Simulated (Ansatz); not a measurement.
# C2H6GeOS: up Jacob's ladder to CCSD(T)

How much do the methods differ for C2H6GeOS? The plan is to run it at one geometry with functionals of several rungs and with coupled cluster, and see how far each lands from CCSD(T) at the basis-set limit for the atomisation energy.

Program: Ansatz 0.2.0, Gaussian basis. Level of theory: functionals in def2-TZVPP, the program's frozen cores in correlated methods. These are calculated values, not measurements.

Plan: LDA (SPW92), PBE-D4, revPBE-D4, BLYP-D4, r2SCAN-D4, B97M-V, PBE0-D4, B3LYP-D4, r2SCANh-D4, r2SCAN0-D4, HSE06-D4, BHLYP-D4, CAM-B3LYP-D4, LC-ωPBE, ωB97X-V, ωB97M-V, B2PLYP, PBE-QIDH; CCSD(T)/def2-SVP; CCSD(T)/def2-TZVPP; MP2/def2-QZVPP; extrapolation to the limit; RPA on PBE.

### 1 The geometry

An earlier PBE0-D4 in a triple-zeta def2 set relaxation fixed the geometry.

SMILES `CC(=S)[O][GeH3]`, 11 atoms, charge 0, spin multiplicity 1.

Atoms are counted from 1 here; the program's logs count them from 0.

Bond lengths: C1–C2 1.498 Å, C1–H6 1.096 Å, C1–H7 1.096 Å, C1–H8 1.086 Å, C2–S3 1.626 Å, C2–O4 1.326 Å, O4–Ge5 1.813 Å, Ge5–H9 1.527 Å, Ge5–H10 1.534 Å, Ge5–H11 1.534 Å. Angles: C2–C1–H6 110.3°, C2–C1–H7 110.3°, C2–C1–H8 110.7°, H6–C1–H7 107.5°, H6–C1–H8 109.0°, H7–C1–H8 109.0°, C1–C2–S3 123.3°, C1–C2–O4 116.3°, S3–C2–O4 120.4°, C2–O4–Ge5 127.9°, O4–Ge5–H9 101.9°, O4–Ge5–H10 108.5°, O4–Ge5–H11 108.5°, H9–Ge5–H10 112.8°, H9–Ge5–H11 112.8°, H10–Ge5–H11 111.7°.

As a file:

```
C    -0.59898   -1.07739    0.70369
C     0.86182   -0.76801    0.58844
S     2.02280   -1.66463    1.29011
O     1.18152    0.29914   -0.13124
Ge    0.06388    1.43673   -0.99341
H    -1.13081   -0.23500    1.15991
H    -1.03166   -1.24241   -0.28934
H    -0.75646   -1.96439    1.30953
H     1.04265    2.42759   -1.61839
H    -0.86174    2.08852    0.04187
H    -0.72772    0.64284   -2.04057
```

### 2 LDA

This LDA is Slater exchange with PW92 correlation.

The input, in.yaml:

```yaml
crystal:
  periodic: [false, false, false]
  atoms:
    - {symbol: C, position_ang: [-0.598982, -1.077389, 0.703689]}
    - {symbol: C, position_ang: [0.861824, -0.768006, 0.588436]}
    - {symbol: S, position_ang: [2.022799, -1.664631, 1.290105]}
    - {symbol: O, position_ang: [1.181517, 0.299144, -0.131236]}
    - {symbol: Ge, position_ang: [0.063876, 1.436725, -0.993414]}
    - {symbol: H, position_ang: [-1.130808, -0.235001, 1.159909]}
    - {symbol: H, position_ang: [-1.031663, -1.242412, -0.289337]}
    - {symbol: H, position_ang: [-0.756456, -1.964389, 1.309532]}
    - {symbol: H, position_ang: [1.042647, 2.427594, -1.618387]}
    - {symbol: H, position_ang: [-0.861739, 2.088523, 0.041873]}
    - {symbol: H, position_ang: [-0.727715, 0.642842, -2.040570]}
basis:
  gaussian: {orbitals: def2-TZVPP}
hamiltonian: {xc: lda}
output: {orbitals: {seedname: orbitals}}
```

Further steps of the session: PBE-D4 (GGA); revPBE-D4 (GGA); BLYP-D4 (GGA); r2SCAN-D4 (meta-GGA); B97M-V (meta-GGA); PBE0-D4 (hybrid); B3LYP-D4 (hybrid); r2SCANh-D4 (hybrid); r2SCAN0-D4 (hybrid); HSE06-D4 (hybrid); BHLYP-D4 (hybrid); CAM-B3LYP-D4 (range-separated); LC-ωPBE (range-separated); ωB97X-V (range-separated); ωB97M-V (range-separated); B2PLYP (double hybrid); PBE-QIDH (double hybrid); CCSD(T) in def2-SVP; CCSD(T) in def2-TZVPP; MP2 in def2-QZVPP; RPA on PBE orbitals.

**Question.** What will the summary of the whole plan be? Wanted: atomisation energy, CCSD(T)/CBS; farthest beyond LDA; mean size of error, GGA; mean size of error, meta-GGA; mean size of error, hybrid; mean size of error, range-separated; mean size of error, double hybrid; gap, smallest and largest; T1 diagnostic.

**Answer**, as computed:

| quantity | value |
| --- | --- |
| atomisation energy, CCSD(T)/CBS | 3881.9 kJ/mol |
| functionals within 38.8 kJ/mol (1.0 %) | revPBE-D4, BLYP-D4, r2SCAN-D4, B97M-V, PBE0-D4, B3LYP-D4, r2SCANh-D4, HSE06-D4, CAM-B3LYP-D4, ωB97X-V, ωB97M-V, PBE-QIDH |
| farthest beyond LDA | BHLYP-D4 (-144.2 kJ/mol) |
| mean size of error, GGA | 37.0 kJ/mol |
| mean size of error, meta-GGA | 28.1 kJ/mol |
| mean size of error, hybrid | 38.9 kJ/mol |
| mean size of error, range-separated | 13.9 kJ/mol |
| mean size of error, double hybrid | 42.0 kJ/mol |
| gap, smallest and largest | 2.84 eV (LDA (SPW92)), 9.97 eV (LC-ωPBE) |
| T1 diagnostic | 0.0155 |
| triples share of the correlation energy | 4.3 % |

What this shows: The LDA atomisation energy is off by 620.2 kJ/mol (16 %): it overbinds. PBE-D4 misses by +82.8 kJ/mol. Double hybrids carry the basis error of their MP2 part in triple zeta, and no dispersion term here, so their miss is partly the set-up's. The rungs range-separated, meta-GGA, GGA miss on average by less than the doubt on the reference (38.8 kJ/mol), so they tie. Misses under about 38.8 kJ/mol are within the doubt on the reference itself, which lacks core-valence correlation, relativity and higher excitations, and its outer-core shells are covered unevenly. Hartree-Fock recovers 70 % of the binding; the rest is correlation. CCSD(T) in def2-SVP is off by -224.8 kJ/mol, worse than the median functional, from the basis alone. Orbital gaps span 2.8 to 10.0 eV; exact exchange widens them. Correlated methods include outer-core shells of Ge, which these sets cover unevenly.
